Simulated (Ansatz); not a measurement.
# Ag (Silver): a single-point run

The task is a single-point run on Ag (Silver).

Method: DFT, r2SCAN, PAW with Ansatz's default frozen-core files, scalar-relativistic; levels and slopes on a fine mesh, independent-particle optical spectra, in Ansatz 0.2.0.

## 1. The structure to begin with

The structure is cubic, space group Fm-3m (No. 225). The conventional cell has a = 4.105 Å, b = 4.105 Å, c = 4.105 Å, α = 90.00°, β = 90.00°, γ = 90.00°. Around Ag (site symmetry m-3m) lie 12 Ag at 2.90 Å.

As a file:

```
Ag
1.0
     0.00000    2.05250    2.05250
     2.05250    0.00000    2.05250
     2.05250    2.05250    0.00000
Ag
1
Direct
  0.00000 0.00000 0.00000
```

## 2. Running it

input.yaml reads:

```yaml
crystal:
  lattice:
    - [0.0, 2.05249981424, 2.05249981424]
    - [2.05249981424, 0.0, 2.05249981424]
    - [2.05249981424, 2.05249981424, 0.0]
  atoms:
    - { symbol: Ag, position: [0.0, 0.0, 0.0] }
kpoints:
  mp_grid: { grid: [16, 16, 16] }
scf:
  occupations: { method: fermi_dirac, width: 0.05 }
  max_iter: 3
hamiltonian:
  xc: r2scan
  pseudopotentials: { kind: paw }
output:
  forces: true
  stress: true
  eigenvalues: true
  eigenstates:
    nscf_kmesh: { grid: [24, 24, 24] }
    de_dk: true
    e_range: [-14, 14]
  optics:
    e_range: [0, 25]
    de: 0.2
    sigma: 0.25
    bands: { spectra_wanted_up_to: 25 }
    nscf_kmesh: { grid: [24, 24, 24] }
    drude_damping: 0.03
checkpoint:
  write: ck
  write_wavefunctions: false
```

Started as:

```bash
ansatz run input.yaml --threads 1 --pin off --max-ram 3072MiB --backend cpu --events-out ev --progress --plain --runs-dir out
```

What happens when this is run?

After 3 cycles the loop was ended unconverged. The density residual dr2 fell from 0.0193 to 3.8e-4 eV (threshold 1.0e-11) and was still falling. Nothing that it prints is a result.

Look at the input: scf.max_iter is 3. The run was allowed too few self-consistency cycles to reach its threshold.

Fix: delete scf.max_iter (the default then holds).
